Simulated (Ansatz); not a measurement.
CsLiCr2Te2S3:

```
CELL_PARAMETERS angstrom
6.10792 -0.01886 0.00581
-2.28822 5.93151 0.00333
-1.38462 -2.19395 7.56260
ATOMIC_POSITIONS crystal
Cs 0.06348 0.10178 0.99394
Li 0.57026 0.58143 0.57403
Cr 0.07801 0.50138 0.57990
Cr 0.43162 0.02972 0.53722
Te 0.54458 0.76732 0.28198
Te 0.01143 0.65932 0.29902
S 0.77800 0.37133 0.70773
S 0.39402 0.82508 0.74875
S 0.19605 0.23009 0.48646
```

The cell was built by a generator and needn't be a form met in nature.

```yaml
Program: Ansatz 0.2.0
Task: relaxation of cell and atoms
Functional: r2SCAN
Dispersion: D4
Potentials_or_basis: Ansatz PAW
Cutoff: "500 eV (not typed: the program's choice for these potentials)"
k_mesh: 4 × 4 × 3
Occupations: fermi-dirac, width 0.05 eV
Spin: collinear spin, ferromagnetic start
Starting_moments: "[0.0, 0.0, 3.0, 3.0, 0.0, 0.0, 0.0, 0.0, 0.0] μB"
```

At the start: volume 30.42 Å³/atom.

Problem. How do energy, volume and symmetry change on relaxing?

Solution. It ends after 19 steps and the volume is 28.41 Å³/atom (-6.6 %); space group P1 (No. 1, to 0.05 Å); moment 6.00 μB per cell.

The path:
```tsv
step	energy change (eV)	largest force (eV/Å)	volume (Å³)
1	0.0000	0.1192	273.78
2	-0.0278	0.0877	267.79
3	-0.0478	0.0772	257.06
4	-0.0517	0.0633	257.74
5	-0.0553	0.0603	257.92
6	-0.0586	0.0714	257.35
7	-0.0611	0.0404	257.57
8	-0.0626	0.0608	257.98
9	-0.0793	0.2774	257.87
10	-0.1587	0.5520	258.58
11	-0.2436	0.2226	260.10
12	-0.3109	0.3190	259.23
13	-0.3335	0.1662	258.11
14	-0.3502	0.1053	259.11
15	-0.3534	0.1101	253.53
16	-0.3569	0.0871	254.16
17	-0.3581	0.0273	255.93
18	-0.3584	0.0106	255.72
19	-0.3575	0.0107	255.72
```

Final structure:
```cif
data_structure
_symmetry_space_group_name_H-M 'P 1'
_symmetry_Int_Tables_number 1
_cell_length_a 6.3445
_cell_length_b 6.3370
_cell_length_c 7.5733
_cell_angle_alpha 95.316
_cell_angle_beta 99.144
_cell_angle_gamma 119.749
_cell_volume 255.72
loop_
_atom_site_label
_atom_site_type_symbol
_atom_site_fract_x
_atom_site_fract_y
_atom_site_fract_z
_atom_site_occupancy
Cs1 Cs 0.11244 0.11519 0.96751 1
Li1 Li 0.54427 0.58874 0.58828 1
Cr1 Cr 0.01717 0.44707 0.55781 1
Cr2 Cr 0.41414 0.03500 0.54491 1
Te1 Te 0.62714 0.88903 0.32005 1
Te2 Te 0.09262 0.63823 0.25434 1
S1 S 0.74690 0.39253 0.73552 1
S2 S 0.36193 0.77928 0.75042 1
S3 S 0.15085 0.18237 0.49018 1
```

Caveat: the magnetic or orbital state may not be the lowest; the plane-wave basis is chosen anew once the cell has moved, so the energies of steps on either side of that aren't comparable; only a ferromagnetic start was run, and an antiferromagnetic order may lie lower in energy; the PAW data sets come from PBE, with cores solved anew for the run's functional, which leaves a small shift of forces and pressure.
